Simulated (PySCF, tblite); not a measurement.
# C₅H₆N₂O: a rotation path, then NMR shifts on frames

How do NMR shifts of C₅H₆N₂O (`OCc1ncccn1`) change as the atoms move?

The runs use tblite 0.8.0 and PySCF 2.14.0, with density-fitted response routines of our own; the level of theory stands in each step. All values are computed, except where a source is named. Atoms count from 0, in the outputs and in this text.

## (1) The starting structure

14 atoms, charge 0, multiplicity 1; geometry from: GFN2-xTB.

Bonds of the start (Å): O0–C1 1.40, C1–C2 1.50, C2–N3 1.33, N3–C4 1.32, C4–C5 1.39, C5–C6 1.39, C6–N7 1.32, N7–C2 1.33, O0–H8 0.97, C1–H9 1.10, C1–H10 1.10, C4–H11 1.08, C5–H12 1.08, C6–H13 1.08.

## (2) The rotation path with GFN2-xTB

The job: settings as JSON, then the geometry in Å.

```
{"job": {"kind": "neb", "xc": "GFN2-xTB", "basis": "xTB", "atoms": [3, 2, 1, 0], "turn": 120}, "charge": 0, "multiplicity": 1}
O      2.687772     0.481799     0.737579
C      2.018283     0.036177    -0.406853
C      0.533291    -0.038130    -0.224010
N     -0.198689    -0.493289    -1.232425
C     -1.505461    -0.543107    -1.049256
C     -2.106099    -0.141867     0.137939
C     -1.250346     0.317343     1.126389
N      0.059429     0.369567     0.947751
H      2.007000     0.707916     1.390301
H      2.389801    -0.959313    -0.686466
H      2.228695     0.710144    -1.251019
H     -2.083259    -0.917666    -1.884572
H     -3.172498    -0.185032     0.281662
H     -1.608597     0.654984     2.090813
```

With the program's defaults for keys left out, this is: GFN2-xTB climbing-image nudged elastic band, gas phase.

Command:

```bash
$ OMP_NUM_THREADS=1 python probes_run.py task.json out
```

The driver reads the jobs from task.json and runs them one after another.

Log:

```text
image   E - E0 / eV
  0       0.0000
  1       0.0170
  2       0.0667
  3       0.1192
  4       0.1614
  5       0.2033
  6       0.0907
  7       0.0210
  8      -0.0000
```

It took 3.4 s on 1 thread of Arm Neoverse V2, shared host; peak memory 0.18 GiB.

The final band, with the dihedral N3–C2–C1–O0:

```tsv
image	dihedral (°)	energy (eV)	energy (kcal/mol)
0	-178	0.000	0.0
1	-152	0.017	0.4
2	-126	0.067	1.5
3	-100	0.119	2.7
4	-77	0.161	3.7
5	-65	0.203	4.7
6	-55	0.091	2.1
7	-30	0.021	0.5
8	-2	0.000	0.0
```

## (3) Shielding tensors: image 0, PBE0/pcSseg-1

The job: settings as JSON, then the geometry in Å.

```
{"job": {"kind": "nmr", "xc": "PBE0", "basis": "pcSseg-1", "pop": false}, "charge": 0, "multiplicity": 1}
O      2.687800     0.481800     0.737600
C      2.018300     0.036200    -0.406900
C      0.533300    -0.038100    -0.224000
N     -0.198700    -0.493300    -1.232400
C     -1.505500    -0.543100    -1.049300
C     -2.106100    -0.141900     0.137900
C     -1.250300     0.317300     1.126400
N      0.059400     0.369600     0.947800
H      2.007000     0.707900     1.390300
H      2.389800    -0.959300    -0.686500
H      2.228700     0.710100    -1.251000
H     -2.083300    -0.917700    -1.884600
H     -3.172500    -0.185000     0.281700
H     -1.608600     0.655000     2.090800
```

Level: GIAO PBE0/pcSseg-1 NMR shielding, non-relativistic, gas phase.

Log:

```text
coarse grid: 12360 points
cycle   1  E = -378.2436888713  dE =  1.531e+00  |g| = 6.744e-01  |ddm| = 3.538e+00
cycle   2  E = -378.1648267616  dE =  7.886e-02  |g| = 9.541e-01  |ddm| = 1.280e+00
cycle   3  E = -378.3299468501  dE = -1.651e-01  |g| = 6.426e-02  |ddm| = 7.772e-01
cycle   4  E = -378.3306173968  dE = -6.705e-04  |g| = 3.393e-02  |ddm| = 8.314e-02
cycle   5  E = -378.3308578900  dE = -2.405e-04  |g| = 1.378e-02  |ddm| = 3.807e-02
cycle   6  E = -378.3308992314  dE = -4.134e-05  |g| = 4.284e-03  |ddm| = 1.416e-02
cycle   7  E = -378.3309035635  dE = -4.332e-06  |g| = 8.087e-04  |ddm| = 3.871e-03
final grid: 121464 points
cycle   8  E = -378.3841494511  dE = -3.570e-05  |g| = 8.542e-03  |ddm| = 2.835e-02
cycle   9  E = -378.3841402170  dE =  9.234e-06  |g| = 1.123e-02  |ddm| = 1.489e-02
cycle  10  E = -378.3841642318  dE = -2.401e-05  |g| = 1.417e-03  |ddm| = 8.699e-03
cycle  11  E = -378.3841646623  dE = -4.305e-07  |g| = 3.631e-04  |ddm| = 1.342e-03
cycle  12  E = -378.3841646877  dE = -2.538e-08  |g| = 1.800e-04  |ddm| = 4.407e-04
cycle  13  E = -378.3841646949  dE = -7.270e-09  |g| = 2.588e-05  |ddm| = 1.613e-04
cycle  14  E = -378.3841646950  dE = -7.287e-11  |g| = 1.879e-05  |ddm| = 3.612e-05
converged SCF energy = -378.3841646950

GIAO shielding tensors (ppm)
atom      isotropic    diamagn.    paramagn.     s11        s22        s33       span
  0 O      331.326     387.532     -56.206    293.736    307.602    392.639     98.903
  1 C      118.352     241.771    -123.419     94.011    105.678    155.365     61.354
  2 C        9.032     258.252    -249.220    -74.439    -25.243    126.778    201.217
  3 N      -60.568     332.564    -393.133   -323.693   -150.830    292.818    616.511
  4 C       23.002     250.062    -227.060    -91.049      9.736    150.318    241.368
  5 C       63.386     261.044    -197.658    -51.105     63.360    177.905    229.010
  6 C       24.787     249.206    -224.419    -88.159     11.888    150.632    238.791
  7 N      -39.457     334.196    -373.653   -273.570   -149.856    305.054    578.625
  8 H       27.987      32.924      -4.937     15.873     26.309     41.778     25.904
  9 H       26.366      27.446      -1.080     21.275     26.290     31.534     10.259
 10 H       26.370      27.432      -1.062     21.261     26.330     31.521     10.260
 11 H       22.660      29.828      -7.168     18.767     22.779     26.433      7.666
 12 H       24.509      30.910      -6.401     22.734     23.626     27.167      4.433
 13 H       22.740      30.189      -7.449     18.635     22.965     26.619      7.984
```

Run time: 19 s. Hardware: 1 thread of Arm Neoverse V2, shared host; peak memory 0.74 GiB.

The references, computed at this level on geometries of the same kind, shield at (ppm): 1H TMS 31.72, 13C TMS 186.9, 15N NH3 267.7, 17O H2O 336.1. Their shielding less the atom's gives the shift. The references are single molecules in the gas phase, so shifts against H2O, NH3, PH3, H3PO4 or CFCl3 are not on the usual liquid scales and can be off by tens of ppm. Each atom is listed at this fixed geometry, with no averaging over motion; a spectrum would average atoms that exchange fast.

```tsv
atoms	environment	σ (ppm)	δ (ppm)
C2	substituted aromatic carbon next to a ring nitrogen	9.0	177.9
C4	aromatic CH next to a ring nitrogen	23.0	163.9
C6	aromatic CH next to a ring nitrogen	24.8	162.1
C5	aromatic CH	63.4	123.5
C1	sp3 CH2 bonded to O, on an aromatic ring	118.4	68.6
H11	hydrogen on an aromatic CH next to a ring nitrogen	22.66	9.06
H13	hydrogen on an aromatic CH next to a ring nitrogen	22.74	8.98
H12	hydrogen on an aromatic CH	24.51	7.21
H9	hydrogen on an sp3 CH2 bonded to O, on an aromatic ring	26.37	5.35
H10	hydrogen on an sp3 CH2 bonded to O, on an aromatic ring	26.37	5.35
H8	hydrogen on an alcohol oxygen	27.99	3.73
O0	alcohol oxygen	331.3	4.8
N3	pyridine-type ring nitrogen	-60.6	328.3
N7	pyridine-type ring nitrogen	-39.5	307.2
```

Ring of atoms C2, N3, C4, C5, C6, N7: NICS(0) -5.5, NICS(1) -10.6, NICS(1)zz -26.6 ppm (means of both faces).

The fields below are evaluated on a grid from the run's orbitals.

Frontier orbitals at PBE0/pcSseg-1, with the share of their density that lies nearest to each atom:

```tsv
orbital	energy (eV)	lies on
HOMO	-7.47	O0 59 %; H9, H10 about 10 % each
LUMO	-1.52	C4, C6 about 23 % each; N3 20 %; N7 16 %
```

ELF in a plane through or near 12 of the atoms.

Ten even steps from ' ' (0.00) to '@' (1.00):
```
                                                        
                                                        
                                                        
                                ++%%##::                
                        ::..  ..@@@@@@@@..              
                ==++  ..##++  ::@@@@@@%%..              
        ..----==%%@@----@@@@**==##@@%%::                
        ==######%%@@--==@@++++##==..++....--++::        
      ..++%%%%----++  ..##::++##==%%%%**@@@@@@@@::      
        --**####%%**====**%%**::--##--::@@@@@@@@==      
            ..--::##**%%##..==..::##**==%%@@@@%%..      
            ..==++  ++##==%%##**++--%%++::::--..        
            ..--**++..  ==**%%****--++**::              
              ..::..    ##@@####++##@@@@@@++            
                      ::%%@@@@==  ##@@@@@@%%..          
                        ++####::  ==@@@@@@**            
                                    ::--                
                                                        
                                                        
                                                        
```
The map spans 11.6 Å across and 9.7 Å up, centred on the molecule. Atoms in the plane (x, y in Å): O0 (-2.7, 0.8), C1 (-2.0, -0.4), C2 (-0.5, -0.2), N3 (0.2, -1.3), C4 (1.5, -1.1), C5 (2.1, 0.1), C6 (1.2, 1.2), N7 (-0.1, 1.0), H8 (-2.1, 1.5), H11 (2.1, -2.0), H12 (3.2, 0.3), H13 (1.6, 2.2).

log10 of the density (e/Å³) in the same plane.

Values, 10 rows by 14 columns:
```
-4.0 -4.0 -4.0 -4.0 -4.0 -4.0 -4.0 -4.0 -4.0 -4.0 -4.0 -4.0 -4.0 -4.0
-4.0 -4.0 -4.0 -4.0 -4.0 -4.0 -4.0 -3.5 -2.8 -2.8 -3.6 -4.0 -4.0 -4.0
-4.0 -4.0 -3.7 -2.8 -2.3 -2.3 -1.9 -1.8 -0.9 -0.9 -2.2 -3.5 -4.0 -4.0
-4.0 -3.8 -1.8 -0.8 -0.2 -0.7 -0.3 -0.1  0.2 -0.2 -1.7 -2.3 -3.3 -4.0
-4.0 -3.2 -1.2  0.6  0.8 -0.6  0.2  0.5  0.2  0.2 -0.2 -0.7 -2.2 -3.9
-4.0 -3.8 -2.0 -0.7  0.2  0.3  1.4 -0.1 -0.3  0.4 -0.2 -0.8 -2.3 -3.9
-4.0 -4.0 -2.7 -1.3 -0.4 -0.7 -0.3  1.9  0.3  0.3 -1.0 -2.2 -3.4 -4.0
-4.0 -4.0 -3.5 -2.5 -2.1 -2.1 -1.1 -0.5 -0.9 -0.2 -1.1 -2.4 -4.0 -4.0
-4.0 -4.0 -4.0 -4.0 -3.8 -3.7 -2.7 -2.4 -2.6 -2.2 -2.6 -3.5 -4.0 -4.0
-4.0 -4.0 -4.0 -4.0 -4.0 -4.0 -4.0 -4.0 -4.0 -4.0 -4.0 -4.0 -4.0 -4.0
```
The map spans 11.6 Å across and 9.7 Å up, centred on the molecule. Atoms in the plane (x, y in Å): O0 (-2.7, 0.8), C1 (-2.0, -0.4), C2 (-0.5, -0.2), N3 (0.2, -1.3), C4 (1.5, -1.1), C5 (2.1, 0.1), C6 (1.2, 1.2), N7 (-0.1, 1.0), H8 (-2.1, 1.5), H11 (2.1, -2.0), H12 (3.2, 0.3), H13 (1.6, 2.2).

On the surface of density 0.002 e/bohr³ the electrostatic potential runs, from the 1st to the 99th percentile, from -1.86 V near O0 to 1.38 V near H12.

## (4) NMR shieldings: image 2, PBE0/pcSseg-1

The job: settings as JSON, then the geometry in Å.

```
{"job": {"kind": "nmr", "xc": "PBE0", "basis": "pcSseg-1", "pop": false}, "charge": 0, "multiplicity": 1}
O      2.691700    -0.229700     0.730700
C      1.998600     0.160500    -0.426700
C      0.508700     0.040600    -0.249600
N     -0.179800    -0.671200    -1.127800
C     -1.483600    -0.775100    -0.930500
C     -2.123500    -0.151700     0.131100
C     -1.309000     0.572900     0.989500
N     -0.003000     0.659700     0.809400
H      2.249900     0.179400     1.485700
H      2.330300    -0.483300    -1.242000
H      2.231100     1.208800    -0.677900
H     -2.021900    -1.382100    -1.647300
H     -3.186900    -0.229100     0.284000
H     -1.703400     1.099900     1.849300
```

With the program's defaults for keys left out, this is: GIAO PBE0/pcSseg-1 NMR shielding, non-relativistic, gas phase.

Log:

```text
coarse grid: 12360 points
cycle   1  E = -378.2405366646  dE =  1.511e+00  |g| = 6.670e-01  |ddm| = 3.525e+00
cycle   2  E = -378.1656957347  dE =  7.484e-02  |g| = 9.392e-01  |ddm| = 1.313e+00
cycle   3  E = -378.3256367429  dE = -1.599e-01  |g| = 6.442e-02  |ddm| = 7.899e-01
cycle   4  E = -378.3263678645  dE = -7.311e-04  |g| = 2.796e-02  |ddm| = 7.670e-02
cycle   5  E = -378.3265264936  dE = -1.586e-04  |g| = 1.136e-02  |ddm| = 3.003e-02
cycle   6  E = -378.3265516708  dE = -2.518e-05  |g| = 4.477e-03  |ddm| = 1.194e-02
cycle   7  E = -378.3265564813  dE = -4.811e-06  |g| = 8.275e-04  |ddm| = 4.144e-03
final grid: 121464 points
cycle   8  E = -378.3800081778  dE = -3.512e-05  |g| = 9.279e-03  |ddm| = 3.007e-02
cycle   9  E = -378.3799966309  dE =  1.155e-05  |g| = 1.242e-02  |ddm| = 1.630e-02
cycle  10  E = -378.3800253482  dE = -2.872e-05  |g| = 1.339e-03  |ddm| = 9.537e-03
cycle  11  E = -378.3800257272  dE = -3.789e-07  |g| = 3.312e-04  |ddm| = 1.251e-03
cycle  12  E = -378.3800257462  dE = -1.902e-08  |g| = 1.893e-04  |ddm| = 4.370e-04
cycle  13  E = -378.3800257548  dE = -8.548e-09  |g| = 2.339e-05  |ddm| = 1.785e-04
cycle  14  E = -378.3800257548  dE = -6.435e-11  |g| = 1.599e-05  |ddm| = 3.043e-05
converged SCF energy = -378.3800257548

GIAO shielding tensors (ppm)
atom      isotropic    diamagn.    paramagn.     s11        s22        s33       span
  0 O      307.035     387.555     -80.521    248.439    296.664    376.001    127.562
  1 C      114.679     240.783    -126.104    100.452    105.247    138.339     37.886
  2 C        8.923     257.808    -248.885    -76.339    -23.891    127.000    203.339
  3 N      -62.669     332.169    -394.838   -320.054   -149.986    282.032    602.087
  4 C       23.217     250.318    -227.101    -90.537     10.417    149.771    240.308
  5 C       62.314     261.200    -198.886    -53.334     61.736    178.538    231.872
  6 C       23.343     250.138    -226.795    -90.677     10.400    150.307    240.984
  7 N      -54.304     334.225    -388.529   -304.212   -155.933    297.234    601.446
  8 H       29.973      31.952      -1.978     19.640     28.116     42.164     22.524
  9 H       26.722      27.931      -1.209     22.796     26.064     31.305      8.509
 10 H       26.470      27.827      -1.357     23.373     25.798     30.239      6.866
 11 H       22.718      29.935      -7.217     18.860     22.754     26.540      7.680
 12 H       24.502      30.974      -6.472     22.810     23.470     27.226      4.416
 13 H       22.673      30.324      -7.651     18.693     22.786     26.539      7.846
```

It took 15 s on 1 thread of Arm Neoverse V2, shared host; peak memory 0.76 GiB.

Key values: δ C2 178.0, C4 163.7, C6 163.6, C5 124.6, H13 9.04, H11 9.00 ppm.

[end of part 1 of 2]
